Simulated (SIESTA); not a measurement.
## Sn3Te under changes of volume

One of the cells (28.798 Å³/atom); the others are scaled copies at fixed shape and fractional positions:

```
Te Sn
1.0
     4.86562    0.00000    0.00000
     0.00000    4.86562    0.00000
     0.00000    0.00000    4.86562
Te Sn
1 3
Direct
  0.00000 0.00000 0.00000
  0.00000 0.50000 0.50000
  0.50000 0.00000 0.50000
  0.50000 0.50000 0.00000
```

The cell comes from a database or a generator and needn't be the stable form of this composition.

| Item | Value |
| --- | --- |
| Program | SIESTA 5.4.2 |
| Functional | LDA |
| Potentials or basis | PseudoDojo 0.4 standard (LDA files) |
| Basis | DZP (energy shift 0.003 Ry; two zetas on semicore shells) |
| Grid cutoff | 500 Ry |
| Energy shift | 0.003 Ry |
| k mesh | 6 × 6 × 6 |
| Occupations | fermi-dirac, width 0.05 eV |
| Spin | no spin polarisation |

| volume (Å³/atom) | energy over the lowest point (meV/atom) | pressure (GPa) |
| --- | --- | --- |
| 27.070 | 0.00 | 0.4 |
| 27.646 | 0.32 | -0.7 |
| 28.222 | 4.46 | -1.6 |
| 28.798 | 11.91 | -2.5 |
| 29.373 | 22.49 | -3.3 |
| 29.949 | 35.69 | -4.0 |
| 30.525 | ? | ? |

Problem. What does the run at 30.525 Å³/atom give?

Solution. Energy over the lowest point 51.39 meV/atom; pressure -4.7 GPa.

Worked out: A Birch-Murnaghan fit of order 3 (a polynomial in V^(-2/3)) to the other rows has its minimum at 27.31 Å³/atom with B0 = V·E''(V) = 53 GPa and B' = 4.4. It gives 51.35 meV/atom at 30.525 Å³/atom, against the run's 51.39, and -dE/dV = -4.7 GPa, against -4.7.

Energies are extrapolated to zero smearing.

Caveats: the basis of atomic orbitals isn't converged, which shifts pressures, moduli and gaps.
